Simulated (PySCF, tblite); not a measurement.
**C₈H₁₃B: geometry, infrared bands and NMR shifts**

Wanted: the infrared bands and NMR shifts of C₈H₁₃B (`B/C=C(/CC)CCC#C`), by calculation.

Computed with tblite 0.8.0 and PySCF 2.14.0, with density-fitted response routines of our own, on a single molecule in the gas phase. Atoms count from 0, in the outputs and in this text.

### Step 1. Starting geometry

22 atoms, charge 0, multiplicity 1; geometry from: force field or distance geometry start.

Bonds of the start (Å): B0–C1 1.57, C1–C2 1.35, C2–C3 1.47, C3–C4 1.49, C2–C5 1.47, C5–C6 1.49, C6–C7 1.49, C7–C8 1.21, B0–H9 1.19, B0–H10 1.16, C1–H11 1.09, C3–H12 1.15, C3–H13 1.12, C4–H14 1.14, C4–H15 1.09, C4–H16 1.13, C5–H17 1.12, C5–H18 1.12, C6–H19 1.12, C6–H20 1.11, C8–H21 1.06.

### Step 2. Geometry optimisation with GFN2-xTB

Job settings and geometry (Å):

```
{"job": {"kind": "relax", "xc": "GFN2-xTB", "basis": "xTB"}, "charge": 0, "multiplicity": 1}
B     -0.604500    -2.688000    -0.128500
C     -1.283800    -1.301700     0.163000
C     -0.790100    -0.158100    -0.344800
C     -1.509400     1.082700    -0.002600
C     -0.740800     2.124800     0.735100
C      0.377300    -0.265300    -1.238700
C      1.615000     0.426800    -0.786800
C      2.080300    -0.107900     0.525300
C      2.462900    -0.563900     1.576300
H     -1.072700    -3.445100    -0.911200
H      0.251300    -3.037500     0.572900
H     -2.153400    -1.308200     0.823300
H     -2.428000     0.880400     0.653300
H     -1.963400     1.530300    -0.925700
H     -0.358100     2.842200    -0.064500
H      0.089300     1.798900     1.360300
H     -1.451600     2.795000     1.311400
H      0.064400     0.041700    -2.274000
H      0.622900    -1.357100    -1.349800
H      2.447700     0.166900    -1.496300
H      1.531200     1.528100    -0.697100
H      2.803000    -0.965500     2.498200
```

Command:

```bash
$ OMP_NUM_THREADS=1 python probes_run.py task.json out
```

One launch serves the whole session: the jobs run in the order shown.

**Question.** This job is followed by: GFN2-xTB harmonic vibrations, gas phase; GIAO PBE0/pcSseg-1 NMR shielding, non-relativistic, gas phase. What will the session give for the following? strongest single infrared mode (GFN2-xTB); zero-point energy (GFN2-xTB); ¹³C shifts against TMS (PBE0/pcSseg-1); ¹H shifts against TMS (PBE0/pcSseg-1, means over atoms taken as alike); ¹¹B shifts against BF3·OEt2 (PBE0/pcSseg-1); surface potential, 1st and 99th percentile.

The runs gave:

| quantity | value |
| --- | --- |
| strongest single infrared mode (GFN2-xTB) | 2615 cm⁻¹, 171 km/mol |
| zero-point energy (GFN2-xTB) | 115.0 kcal/mol |
| ¹³C shifts against TMS (PBE0/pcSseg-1) | 167.5, 145.1, 96.4, 79.0, 42.4, 34.3, 23.1, 17.4 ppm |
| ¹H shifts against TMS (PBE0/pcSseg-1, means over atoms taken as alike) | 7.04, 5.24, 2.42, 2.40, 2.29, 1.87, 1.09 ppm |
| ¹¹B shifts against BF3·OEt2 (PBE0/pcSseg-1) | 30.7 ppm |
| surface potential, 1st and 99th percentile | -0.86 V and 1.27 V |

Relaxing lowered the energy by 0.881 eV in 274 steps; the close pair that moved most is C5–C6, from 1.488 to 1.545 Å. All 60 modes are real, so the xTB geometry is a minimum. The strongest single mode, at 2615 cm⁻¹, moves mainly H9. Unscaled tight-binding wavenumbers are off by several per cent, some by more. Its intensities can rank the bands wrongly. H11 (hydrogen on an alkene CH) lies farthest downfield among hydrogen, at 7.04 ppm; attached to an sp2 carbon and in the plane of the double bond. At PBE0/pcSseg-1: The largest span, 291 ppm, is at C7, where the paramagnetic term is -174 ppm. By nearest atom (PBE0/pcSseg-1), the HOMO sits on C1, C2 about 33 % each and the LUMO on B0 28 %; C2 20 %.
